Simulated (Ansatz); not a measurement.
# CH8GaN: the cost of one run

All numbers below are computed with Ansatz 0.2.0 (RKS PBE0/def2-SVP).

## (1) The starting structure

Bond lengths: Ga1–C2 2.330 Å, C2–H3 1.110 Å, C2–H4 1.110 Å, C2–H5 1.110 Å, Ga1–H6 1.570 Å, Ga1–H7 1.570 Å, Ga1–N8 2.230 Å, N8–H9 1.060 Å, N8–H10 1.060 Å. Angles (14 of 15 angles, heavy atoms first): C2–Ga1–N8 71.6°, Ga1–C2–H3 109.5°, Ga1–C2–H4 109.5°, Ga1–C2–H5 109.5°, C2–Ga1–H6 120.0°, C2–Ga1–H7 120.0°, H6–Ga1–N8 105.6°, H7–Ga1–N8 92.7°, Ga1–N8–H9 120.0°, Ga1–N8–H10 120.0°, H3–C2–H4 109.4°, H3–C2–H5 109.4°, H4–C2–H5 109.4°, H6–Ga1–H7 120.0°.

Coordinates:

```xyz
11

Ga    0.0000    0.0000    0.0000
C     0.0000    0.0000    2.3300
H    -0.9996   -0.3092    2.7005
H     0.7676   -0.7111    2.7005
H     0.2320    1.0203    2.7005
H     1.3596    0.0000   -0.7850
H    -1.3596    0.0000   -0.7850
N    -0.2856   -2.0969    0.7032
H    -0.7008   -2.8225    0.0515
H    -0.0061   -2.3680    1.6891
H    -0.1817   -1.3338    1.8626
```

## (2) A restrained relaxation towards end A

Springs on the bonds that form and break draw the guess towards this end; the thresholds are loose.

Contents of input.yaml:

```yaml
crystal:
  periodic: [false, false, false]
  atoms:
    - { symbol: Ga, position_ang: [0.0, 0.0, 0.0] }
    - { symbol: C, position_ang: [0.0, 0.0, 2.33] }
    - { symbol: H, position_ang: [-0.9996, -0.3092, 2.7005] }
    - { symbol: H, position_ang: [0.7676, -0.7111, 2.7005] }
    - { symbol: H, position_ang: [0.232, 1.0203, 2.7005] }
    - { symbol: H, position_ang: [1.3596, 0.0, -0.785] }
    - { symbol: H, position_ang: [-1.3596, 0.0, -0.785] }
    - { symbol: "N", position_ang: [-0.2856, -2.0969, 0.7032] }
    - { symbol: H, position_ang: [-0.7008, -2.8225, 0.0515] }
    - { symbol: H, position_ang: [-0.0061, -2.368, 1.6891] }
    - { symbol: H, position_ang: [-0.1817, -1.3338, 1.8626] }
basis:
  gaussian: { orbitals: def2-SVP }
hamiltonian:
  xc: pbe0
relax:
  f_tol: 0.15
  max_steps: 25
  restrain:
    - { distance: [0, 7], at: 3.13, k: 30.0 }
    - { distance: [10, 1], at: 2.31, k: 30.0 }
    - { distance: [0, 1], at: 1.98, k: 30.0 }
    - { distance: [10, 7], at: 1.06, k: 30.0 }
```

Launch:

```
$ ansatz run input.yaml --threads 2 --pin off --max-ram 3072MiB --backend cpu --events-out ev --progress --plain --runs-dir out
```

What time and memory should one allow on 2 threads of Arm Neoverse V2, shared host?

About 28 s, with a peak of 0.21 GiB.
